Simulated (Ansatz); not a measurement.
# GePHF+ (quintet): wave-function methods side by side, cc-pVDZ

The task here is to estimate one member of a computed series from the others.

Method: cc-pVDZ, core rule «outside noble gas», up to 20 orbitals frozen; program: Ansatz 0.2.0, Gaussian basis.

Plan: UHF; CCSD(T) on ROHF; CCSD(T) on UHF; BCCD(T) on ROHF; CISD as a restricted active space (open shells left free, so some higher excitations enter); CCSDT(Q) on ROHF; CCSDT(Q) on UHF.

5 further runs of the same task are left out: 5 set aside as unsound or not needed. Runs told in other sessions of the task aren't counted.

## What is computed

The geometry is a PBE0/def2-TZVP stationary point (not a proven minimum) of the parent state, kept for this charge and spin. No spin-orbit coupling is included. The filled d shell of Ge may be among the frozen orbitals whatever the setting's name suggests.

4 atoms, charge 1, spin multiplicity 5.

Atoms are counted from 1 here; the program's logs count them from 0.

Bond lengths: F1–Ge2 1.761 Å, Ge2–P3 2.420 Å, P3–H4 1.429 Å. Angles: F1–Ge2–P3 106.8°, Ge2–P3–H4 98.0°.

The first run:

Contents of in.yaml:

```yaml
crystal:
  periodic: [false, false, false]
  atoms:
    - {symbol: F, position_ang: [0.022711, 1.080147, 1.412008]}
    - {symbol: Ge, position_ang: [0.011442, -0.399531, 0.456732]}
    - {symbol: P, position_ang: [-0.083579, 0.267677, -1.867263]}
    - {symbol: H, position_ang: [1.315683, 0.208221, -2.149646]}
basis:
  gaussian: {orbitals: cc-pVDZ}
total_charge: 1
magnetization: {spin_polarized: true, initial_magnetization: 4}
hamiltonian: {xc: hf}
output: {orbitals: {seedname: orbitals}}
```

The run is started by

```bash
$ ansatz run in.yaml --threads 1 --pin off --events-out ev --progress --plain --max-ram 2560MiB --backend cpu
```

Steps of the session up to this table: UHF; CCSD(T) on ROHF; CCSD(T) on UHF; BCCD(T) on ROHF; CISD as a restricted active space (open shells left free, so some higher excitations enter); CCSDT(Q) on ROHF; CCSDT(Q) on UHF.

One table of the session follows, with a row left open; its other results are not shown here.

| method | from UCCSDT(Q) (kJ/mol) |
| --- | --- |
| ROHF | +944.4 |
| UHF | +930.5 |
| RMP2 | +104.2 |
| UMP2 | +103.3 |
| RCCSD | +32.4 |
| UCCSD | +30.9 |
| RCCSD(T) | ? |
| UCCSD(T) | +6.8 |
| BCCD(T) | +7.6 |
| RCCSDT | +3.8 |
| UCCSDT | +2.6 |
| RCCSDT(Q) | +1.9 |
| UCCSDT(Q) | 0 |

Q: Estimate the row for RCCSD(T) from the others.

**Answer.** from UCCSDT(Q) (kJ/mol): +8.0. In the column «from UCCSDT(Q) (kJ/mol)» it lies between BCCD(T) (+7.6) and UCCSD (+30.9).

Not comparable, so not listed: CISD as a restricted active space (open shells left free, so some higher excitations enter) (they don't share determinant, frozen orbitals or solution with the rows shown, or repeat one).

Caveats from the session: Restricted and unrestricted rows rest on different reference determinants; a gap between their highest levels can come from leftover correlation error, from unlike frozen cores or from another state.
